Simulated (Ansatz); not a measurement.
# C2H9FSi2: small, medium and large basis sets

The task here is to estimate one member of a computed series from the others.

Method: one geometry, several basis sets; program: Ansatz 0.2.0, Gaussian basis.

Levels to be run: PBE0-D4/def2-SVP; ωB97M-V/def2-SVP; PBE0-D4/def2-QZVPP; ωB97M-V/def2-QZVPP; the functionals' def2-TZVPP values are taken from earlier runs.

## Structure used throughout

An earlier PBE0-D4 in a triple-zeta def2 set relaxation fixed the geometry.

14 atoms, charge 0, spin multiplicity 1.

Atoms are counted from 1 here; the program's logs count them from 0.

Bond lengths: C1–C2 1.527 Å, C1–H6 1.093 Å, C1–H7 1.093 Å, C1–H8 1.092 Å, C2–Si3 1.866 Å, C2–H9 1.096 Å, C2–H10 1.097 Å, Si3–F4 1.612 Å, Si3–Si5 2.346 Å, Si3–H11 1.491 Å, Si5–H12 1.490 Å, Si5–H13 1.488 Å, Si5–H14 1.487 Å. Angles: C2–C1–H6 111.4°, C2–C1–H7 111.3°, C2–C1–H8 111.3°, H6–C1–H7 107.6°, H6–C1–H8 107.6°, H7–C1–H8 107.4°, C1–C2–Si3 113.7°, C1–C2–H9 110.6°, C1–C2–H10 110.7°, Si3–C2–H9 108.5°, Si3–C2–H10 107.1°, H9–C2–H10 105.9°, C2–Si3–F4 108.7°, C2–Si3–Si5 112.6°, C2–Si3–H11 109.8°, F4–Si3–Si5 108.6°, F4–Si3–H11 106.4°, Si5–Si3–H11 110.5° and more.

Coordinates:

```xyz
14

C    -1.4564    1.6528    0.7118
C    -0.1574    0.8547    0.6206
Si   -0.2541   -0.6060   -0.5360
F    -0.6443   -0.0756   -2.0075
Si    1.7737   -1.7779   -0.6783
H    -1.3581    2.4966    1.3992
H    -2.2813    1.0308    1.0682
H    -1.7451    2.0523   -0.2628
H     0.6691    1.4980    0.2990
H     0.1290    0.4676    1.6064
H    -1.3550   -1.5164   -0.1098
H     2.1262   -2.3017    0.6710
H     2.8696   -0.8794   -1.1335
H     1.6709   -2.9249   -1.6194
```

Set-up of the first run:

The input, in.yaml:

```yaml
crystal:
  periodic: [false, false, false]
  atoms:
    - {symbol: C, position_ang: [-1.456425, 1.652832, 0.711828]}
    - {symbol: C, position_ang: [-0.157363, 0.854729, 0.620561]}
    - {symbol: Si, position_ang: [-0.254098, -0.606048, -0.536010]}
    - {symbol: F, position_ang: [-0.644260, -0.075597, -2.007532]}
    - {symbol: Si, position_ang: [1.773717, -1.777901, -0.678272]}
    - {symbol: H, position_ang: [-1.358079, 2.496573, 1.399169]}
    - {symbol: H, position_ang: [-2.281335, 1.030774, 1.068173]}
    - {symbol: H, position_ang: [-1.745115, 2.052310, -0.262825]}
    - {symbol: H, position_ang: [0.669143, 1.497981, 0.298979]}
    - {symbol: H, position_ang: [0.129037, 0.467596, 1.606372]}
    - {symbol: H, position_ang: [-1.355022, -1.516370, -0.109774]}
    - {symbol: H, position_ang: [2.126244, -2.301744, 0.671008]}
    - {symbol: H, position_ang: [2.869572, -0.879367, -1.133474]}
    - {symbol: H, position_ang: [1.670882, -2.924867, -1.619404]}
basis:
  gaussian: {orbitals: def2-SVP}
hamiltonian: {xc: pbe0, dispersion: d4}
output: {orbitals: {seedname: orbitals}}
```

Launch:

```sh
ansatz run in.yaml --threads 4 --pin off --events-out ev --progress --plain --max-ram 10444MiB
```

Among the steps run: PBE0-D4 in def2-SVP; ωB97M-V in def2-SVP; PBE0-D4 in def2-QZVPP; ωB97M-V in def2-QZVPP.

One table of the session follows, with a row left open; its other results are not shown here.

It belongs to the step «Functionals by basis». 

| functional | basis | HOMO (eV) | LUMO (eV) |
| --- | --- | --- | --- |
| PBE0-D4 | def2-SVP | ? | ? |
| PBE0-D4 | def2-TZVPP | -7.96 | -0.23 |
| PBE0-D4 | def2-QZVPP | -7.96 | -0.31 |
| ωB97M-V | def2-SVP | -10.00 | 1.97 |
| ωB97M-V | def2-TZVPP | -10.02 | 1.54 |
| ωB97M-V | def2-QZVPP | -10.02 | 1.30 |

Estimate the missing values for PBE0-D4, def2-SVP.

As computed: HOMO (eV): -7.97; LUMO (eV): 0.07. In the column «HOMO (eV)» it lies between ωB97M-V, def2-SVP (-10.00) and PBE0-D4, def2-TZVPP (-7.96).
